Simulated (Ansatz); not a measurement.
# CH3BF2S: the cost of one run

All numbers below are computed with Ansatz 0.2.0 (RKS B3LYP/def2-SVP).

### 1 The starting structure

Bond lengths: C1–S2 1.762 Å, S2–B3 1.898 Å, B3–F4 1.423 Å, B3–F5 1.444 Å, C1–H6 1.182 Å, C1–H7 1.107 Å, C1–H8 1.084 Å. Angles: C1–S2–B3 93.9°, S2–C1–H6 110.8°, S2–C1–H7 111.1°, S2–C1–H8 112.4°, H6–C1–H7 104.9°, H6–C1–H8 106.1°, H7–C1–H8 111.1°, S2–B3–F4 120.4°, S2–B3–F5 120.1°, F4–B3–F5 119.1°.

Structure file:

```xyz
8

C    -0.7719   -0.0302    0.9079
S     0.9723   -0.2744    0.8409
B     1.0594   -0.0568   -1.0428
F     1.0078   -1.1908   -1.9008
F     1.3355    1.2419   -1.6107
H    -1.0604    1.0450    0.5121
H    -1.1383   -0.0574    1.9518
H    -1.3122   -0.7346    0.2858
```

### 2 Relaxing end A

input.yaml

```yaml
crystal:
  periodic: [false, false, false]
  atoms:
    - { symbol: C, position_ang: [-0.7719, -0.0302, 0.9079] }
    - { symbol: S, position_ang: [0.9723, -0.2744, 0.8409] }
    - { symbol: B, position_ang: [1.0594, -0.0568, -1.0428] }
    - { symbol: F, position_ang: [1.0078, -1.1908, -1.9008] }
    - { symbol: F, position_ang: [1.3355, 1.2419, -1.6107] }
    - { symbol: H, position_ang: [-1.0604, 1.045, 0.5121] }
    - { symbol: H, position_ang: [-1.1383, -0.0574, 1.9518] }
    - { symbol: H, position_ang: [-1.3122, -0.7346, 0.2858] }
basis:
  gaussian: { orbitals: def2-SVP }
hamiltonian:
  xc: b3lyp
relax:
  f_tol: 0.015
  max_steps: 40
```

The run is started by

```sh
$ ansatz run input.yaml --threads 1 --pin off --max-ram 2048MiB --backend cpu --events-out ev --progress --plain --runs-dir out
```

Q: Estimate wall time and peak memory on 1 thread of Arm Neoverse V2, shared host.

About 68 s, with a peak of 0.17 GiB.
